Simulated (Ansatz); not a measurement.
# InCl + HCl + SiH₄: a complex and its separated parts

Aim: how far the complex at one end of a reaction step lies below its separated, relaxed parts, level by level.

Computed with Ansatz 0.2.0, Gaussian basis. Level: PBE0-D4/def2-TZVP structures, single points in def2-TZVPP, no counterpoise correction.

Levels: SPW92, PBE-D4, BLYP-D4, r2SCAN-D4, B97M-V, PBE0-D4, B3LYP-D4, r2SCAN0-D4, BHLYP-D4, CAM-B3LYP-D4, wB97X-V, wB97M-V, B2PLYP, PBE-QIDH, RPA on PBE, Hartree-Fock, MP2, CCSD, CCSD(T).

Correlated methods freeze the cores. Filled d shells of the heavier atoms are correlated. Core potentials replace the inner electrons past krypton, and spin-orbit coupling is left out. B3LYP uses VWN-RPA correlation. B2PLYP carries no dispersion term here.

107 further runs of the same task are left out: 107 set aside as unsound or not needed. Runs told in other sessions of the task aren't counted.

## 1. Starting geometry

The complex: 9 atoms, charge 0, spin multiplicity 1.

Atoms are counted from 1 here; the program's logs count them from 0.

Bond lengths: In1–Cl4 2.524 Å, H2–Cl3 1.322 Å, H5–Si6 1.480 Å, Si6–H7 1.497 Å, Si6–H8 1.481 Å, Si6–H9 1.486 Å. Angles: H5–Si6–H7 109.1°, H5–Si6–H8 111.6°, H5–Si6–H9 110.2°, H7–Si6–H8 108.7°, H7–Si6–H9 107.2°, H8–Si6–H9 109.9°.

Geometry (Å):

```xyz
9

In    0.1437   -0.7590   -2.5087
H    -2.0393   -0.6659   -0.7337
Cl   -2.5444    0.4289   -1.2764
Cl   -0.6158   -2.1773   -0.5638
H    -0.3842    0.4973    1.5309
Si    1.0042    0.6229    1.0350
H     0.9804    0.7916   -0.4519
H     1.8103   -0.5753    1.3638
H     1.6453    1.8366    1.6047
```

Its parts: InCl holds atoms 1, 4; HCl holds atoms 2, 3; SiH₄ holds atoms 5, 6, 7, 8, 9. Each part counts its atoms afresh in its own runs.

## 2. Relaxing InCl alone

The input, relax-a/in.yaml:

```yaml
crystal:
  periodic: [false, false, false]
  atoms:
    - {symbol: In, position_ang: [0.143652, -0.758971, -2.508660]}
    - {symbol: Cl, position_ang: [-0.615827, -2.177260, -0.563815]}
basis:
  gaussian: {orbitals: def2-TZVP}
hamiltonian: {xc: pbe0, dispersion: d4}
relax: {f_tol: 0.005, max_steps: 200}
```

Started as:

```
ansatz run in.yaml --threads 8 --pin off --events-out ev --progress --plain --max-ram 19148MiB
```

Further steps of the session: Relaxing HCl alone; Relaxing SiH₄ alone; SPW92/def2-TZVPP; PBE-D4/def2-TZVPP; BLYP-D4/def2-TZVPP; r2SCAN-D4/def2-TZVPP; B97M-V/def2-TZVPP; PBE0-D4/def2-TZVPP; B3LYP-D4/def2-TZVPP; r2SCAN0-D4/def2-TZVPP; BHLYP-D4/def2-TZVPP; CAM-B3LYP-D4/def2-TZVPP; wB97X-V/def2-TZVPP; wB97M-V/def2-TZVPP; B2PLYP/def2-TZVPP; PBE-QIDH/def2-TZVPP; RPA on PBE/def2-TZVPP; CCSD(T)/def2-TZVPP; CCSD(T)/def2-QZVPP; Vibrations of InCl; Vibrations of HCl; Vibrations of SiH₄.

What does the calculation give? Wanted: complex less parts, CCSD(T)/def2-TZVPP; with zero-point energy; largest T1 diagnostic.

The runs gave:

| quantity | value |
| --- | --- |
| complex less parts, CCSD(T)/def2-TZVPP | -0.332 eV |
| with zero-point energy | -0.258 eV |
| largest T1 diagnostic | 0.015 |

In words: At CCSD(T) the complex lies 0.332 eV below its parts. PBE-QIDH is the best functional here (-0.023 eV from CCSD(T)); SPW92 is the worst (-0.469 eV). Mean unsigned error by rung: LDA 0.469, GGA 0.227, meta-GGA 0.126, hybrid 0.143, range-separated hybrid 0.079, double hybrid 0.046 eV. The double hybrids carry no dispersion term here, unlike the levels marked D4 or V. PBE-D4 gives a relative energy 0.245 eV too low, outside chemical accuracy (1 kcal/mol, 0.043 eV). No counterpoise was applied, and triple zeta lacks some correlation, so the CCSD(T) reference has a basis error of its own, and close matches with it are partly luck.
